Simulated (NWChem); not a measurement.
# UPBE0/SBKJC-VDZ (core potential) run of GeH3O (SMILES [O][GeH3]), part 1 of 2

Aim: the vertical ionisation energy of GeH3O at UPBE0/SBKJC-VDZ (core potential), from 2 runs. 

The results are computed with NWChem 7.3.0.

## Step 1: Starting point

GeH3O: 5 atoms, total charge 0, spin state doublet. SMILES: `[O][GeH3]`. Geometry: relaxed at PBE0-D4/def2-TZVP.

Bond lengths: O1–Ge2 1.795 Å, Ge2–H3 1.536 Å, Ge2–H4 1.536 Å, Ge2–H5 1.537 Å. Angles: O1–Ge2–H3 109.7°, O1–Ge2–H4 109.7°, O1–Ge2–H5 102.4°, H3–Ge2–H4 111.5°, H3–Ge2–H5 111.6°, H4–Ge2–H5 111.6°.

## Step 2: A single-point energy at UPBE0/SBKJC-VDZ (core potential)

geh3o.nw reads:

```
start geh3o
memory 2200 mb

geometry units angstroms noautosym nocenter noautoz
 O    -1.443900    0.418600    0.777300
 Ge    0.072300   -0.056300   -0.056900
 H    -0.162200   -0.091200   -1.574700
 H     0.548000   -1.418100    0.471500
 H     1.035700    1.073400    0.341400
end

basis spherical bse
 * library SBKJC-VDZ
end

ecp bse
 O library SBKJC-VDZ
 Ge library SBKJC-VDZ
end

dft
 xc pbe0
 mult 2
 grid fine
 convergence energy 1e-08
 iterations 100
 mulliken
 print low
end

task dft
```

Launch:

```bash
$ nwchem geh3o.nw > geh3o.out
```

Output:

```text
Northwest Computational Chemistry Package (NWChem) 7.3.0
             --------------------------------------------------------

           Job information
           ---------------

    nwchem branch   = 7.3.0
    use scalapack   = T
    input           = geh3o.nw
    prefix          = geh3o.
    data base       = ./geh3o.db
    status          = startup
    nproc           =        1

           Memory information
           ------------------

    heap     =     72089598 doubles =      550.0 Mbytes
    stack    =     72089595 doubles =      550.0 Mbytes
    global   =    144179200 doubles =     1100.0 Mbytes (distinct from heap & stack)
    total    =    288358393 doubles =     2200.0 Mbytes
    verify   = yes
    hardfail = no

           Directory information
           ---------------------

  0 permanent = .
  0 scratch   = .

                                NWChem Input Module
                                -------------------

 Scaling coordinates for geometry "geometry" by  1.889725989
 (inverse scale =  0.529177249)

                             Geometry "geometry" -> ""
                             -------------------------

 Output coordinates in angstroms (scale by  1.889725989 to convert to a.u.)

  No.       Tag          Charge          X              Y              Z
 ---- ---------------- ---------- -------------- -------------- --------------
    1 O                    8.0000    -1.44390000     0.41860000     0.77730000
    2 Ge                  32.0000     0.07230000    -0.05630000    -0.05690000
    3 H                    1.0000    -0.16220000    -0.09120000    -1.57470000
    4 H                    1.0000     0.54800000    -1.41810000     0.47150000
    5 H                    1.0000     1.03570000     1.07340000     0.34140000

      Atomic Mass
      -----------

      O                 15.994910
      Ge                73.921900
      H                  1.007825

 Effective nuclear repulsion energy (a.u.)     113.9098896502

            Nuclear Dipole moment (a.u.)
            ----------------------------
        X                 Y               Z
 ---------------- ---------------- ----------------
   -14.7702872993     2.1000524911     6.8706657493

            XYZ format geometry
            -------------------
     5
 geometry
 O                    -1.44390000     0.41860000     0.77730000
 Ge                    0.07230000    -0.05630000    -0.05690000
 H                    -0.16220000    -0.09120000    -1.57470000
 H                     0.54800000    -1.41810000     0.47150000
 H                     1.03570000     1.07340000     0.34140000

 ==============================================================================
                                internuclear distances
 ------------------------------------------------------------------------------
       center one      |      center two      | atomic units |  angstroms
 ------------------------------------------------------------------------------
    2 Ge               |   1 O                |     3.39114  |     1.79451
    3 H                |   2 Ge               |     2.90301  |     1.53620
    4 H                |   2 Ge               |     2.90305  |     1.53623
    5 H                |   2 Ge               |     2.90490  |     1.53721
 ------------------------------------------------------------------------------
                         number of included internuclear distances:          4
 ==============================================================================

 ==============================================================================
                                 internuclear angles
 ------------------------------------------------------------------------------
        center 1       |       center 2       |       center 3       |  degrees
 ------------------------------------------------------------------------------
    1 O                |   2 Ge               |   3 H                |   109.65
    1 O                |   2 Ge               |   4 H                |   109.65
    1 O                |   2 Ge               |   5 H                |   102.39
    3 H                |   2 Ge               |   4 H                |   111.53
    3 H                |   2 Ge               |   5 H                |   111.61
    4 H                |   2 Ge               |   5 H                |   111.61
 ------------------------------------------------------------------------------
                            number of included internuclear angles:          6
 ==============================================================================

 Summary of "ao basis" -> "" (spherical)
 ------------------------------------------------------------------------------
       Tag                 Description            Shells   Functions and Types
 ---------------- ------------------------------  ------  ---------------------
 *                         SBKJC-VDZ                  on all atoms

                 ECP       "ecp basis" -> "" (cartesian)
                -----
  [basis functions not shown]

                                 NWChem DFT Module
                                 -----------------

                      Basis "ao basis" -> "ao basis" (spherical)
                      -----
  [basis functions not shown]

 Summary of "ao basis" -> "ao basis" (spherical)
 ------------------------------------------------------------------------------
       Tag                 Description            Shells   Functions and Types
 ---------------- ------------------------------  ------  ---------------------
 O                         SBKJC-VDZ                 4        8   2s2p
 Ge                        SBKJC-VDZ                 4        8   2s2p
 H                         SBKJC-VDZ                 2        2   2s

  Caching 1-el integrals
   Time after variat. SCF:      0.1

     ---------------------------------------------
      Total Density - Mulliken Population Analysis
     ---------------------------------------------

    Atom       Charge   Shell Charges
 -----------   ------   -------------------------------------------------------
    1 O    6     7.08   1.46  3.80  0.46  1.36
    2 Ge   4     3.17   1.36  1.61  0.06  0.14
    3 H    1     0.99   0.36  0.63
    4 H    1     0.99   0.36  0.63
    5 H    1     0.77   0.29  0.48

     --------------------------------------------
      Spin Density - Mulliken Population Analysis
     --------------------------------------------

    Atom       Charge   Shell Charges
 -----------   ------   -------------------------------------------------------
    1 O    6     0.39   0.00  0.30 -0.00  0.09
    2 Ge   4     0.17   0.00  0.15  0.00  0.02
    3 H    1     0.07   0.02  0.04
    4 H    1     0.07   0.02  0.04
    5 H    1     0.30   0.11  0.20
   Time prior to 1st pass:      0.1

           Memory utilization after 1st SCF pass:
           Heap Space remaining (MW):       36.83            36834598
          Stack Space remaining (MW):       72.09            72089228

   convergence    iter        energy       DeltaE   RMS-Dens  Diis-err    time
 ---------------- ----- ----------------- --------- --------- ---------  ------
 d= 0,ls=0.0,diis     1    -21.2673944303 -3.67D+01  6.71D-02  1.60D-01     0.5
                                                     6.01D-02  2.60D-01
 d= 0,ls=0.0,diis     2    -20.5235891402  7.44D-01  5.40D-02  2.01D+00     0.8
                                                     4.23D-02  1.37D+00
 d= 0,ls=0.0,diis     3    -21.4428978529 -9.19D-01  8.30D-03  4.57D-02     1.0
                                                     5.16D-03  2.43D-02
 d= 0,ls=0.0,diis     4    -21.4652627363 -2.24D-02  2.94D-03  3.21D-03     1.3
                                                     2.15D-03  1.28D-03
 d= 0,ls=0.0,diis     5    -21.4670993248 -1.84D-03  7.82D-04  9.63D-05     1.6
                                                     4.28D-04  4.04D-05
  Resetting Diis
 d= 0,ls=0.0,diis     6    -21.4671953512 -9.60D-05  1.55D-04  2.91D-06     1.9
                                                     2.97D-04  1.19D-05
 d= 0,ls=0.0,diis     7    -21.4672066814 -1.13D-05  1.04D-04  1.64D-06     2.2
                                                     7.69D-05  6.76D-07
 d= 0,ls=0.0,diis     8    -21.4672068221 -1.41D-07  4.17D-05  2.03D-06     2.5
                                                     4.86D-05  2.20D-06
 d= 0,ls=0.0,diis     9    -21.4672080213 -1.20D-06  1.83D-05  2.93D-08     2.8
                                                     4.35D-05  5.49D-08
 d= 0,ls=0.0,diis    10    -21.4672082400 -2.19D-07  9.10D-06  5.87D-09     3.1
                                                     2.08D-05  1.06D-08
 d= 0,ls=0.0,diis    11    -21.4672082863 -4.63D-08  2.91D-06  6.35D-10     3.4
                                                     1.19D-05  2.11D-09
 d= 0,ls=0.0,diis    12    -21.4672082970 -1.07D-08  1.54D-06  1.70D-10     3.6
                                                     5.46D-06  3.24D-10
 d= 0,ls=0.0,diis    13    -21.4672082984 -1.38D-09  1.25D-07  1.49D-12     3.9
                                                     5.48D-07  7.96D-12

         Total DFT energy =      -21.467208298390
      One electron energy =      -64.191885735347
           Coulomb energy =       32.928256633577
    Exchange-Corr. energy =       -5.587669646387
 Nuclear repulsion energy =       15.384090449767

 Numeric. integr. density =       12.999999865630

     Total iterative time =      3.9s

     ---------------------------------------------
      Total Density - Mulliken Population Analysis
     ---------------------------------------------

    Atom       Charge   Shell Charges
 -----------   ------   -------------------------------------------------------
    1 O    6     6.37   1.45  3.33  0.49  1.10
    2 Ge   4     3.60   1.40  2.18  0.00  0.02
    3 H    1     1.02   0.41  0.61
    4 H    1     1.02   0.41  0.61
    5 H    1     1.00   0.41  0.59

     --------------------------------------------
      Spin Density - Mulliken Population Analysis
     --------------------------------------------

    Atom       Charge   Shell Charges
 -----------   ------   -------------------------------------------------------
    1 O    6     1.00   0.02  0.79 -0.01  0.19
    2 Ge   4    -0.09  -0.01 -0.07 -0.00 -0.01
    3 H    1     0.01   0.00  0.01
    4 H    1     0.01   0.00  0.01
    5 H    1     0.07   0.02  0.04

     -------------------------------------------
      Total Density - Lowdin Population Analysis
     -------------------------------------------

    Atom       Charge   Shell Charges
 -----------   ------   -------------------------------------------------------
    1 O    6     6.46   1.25  3.15  0.61  1.46
    2 Ge   4     3.49   0.89  1.86  0.27  0.47
    3 H    1     1.02   0.42  0.60
    4 H    1     1.02   0.42  0.60
    5 H    1     1.00   0.41  0.59

     ------------------------------------------
      Spin Density - Lowdin Population Analysis
     ------------------------------------------

    Atom       Charge   Shell Charges
 -----------   ------   -------------------------------------------------------
    1 O    6     0.98   0.01  0.75 -0.01  0.22
    2 Ge   4    -0.06  -0.01 -0.05 -0.00 -0.01
    3 H    1     0.01   0.00  0.01
    4 H    1     0.01   0.00  0.01
    5 H    1     0.06   0.03  0.03

     --------------------------
     Expectation value of S2:
     --------------------------
      <S2> =      0.7533 (Exact =     0.7500)

 Task  times  cpu:        3.9s     wall:        3.9s
 Total times  cpu:        3.9s     wall:        3.9s
```

Wall time 4.8 s (1 thread of Intel Xeon Platinum 8488C (Sapphire Rapids), shared host); peak memory 0.11 GiB.

(Continued in part 2 of 2.)
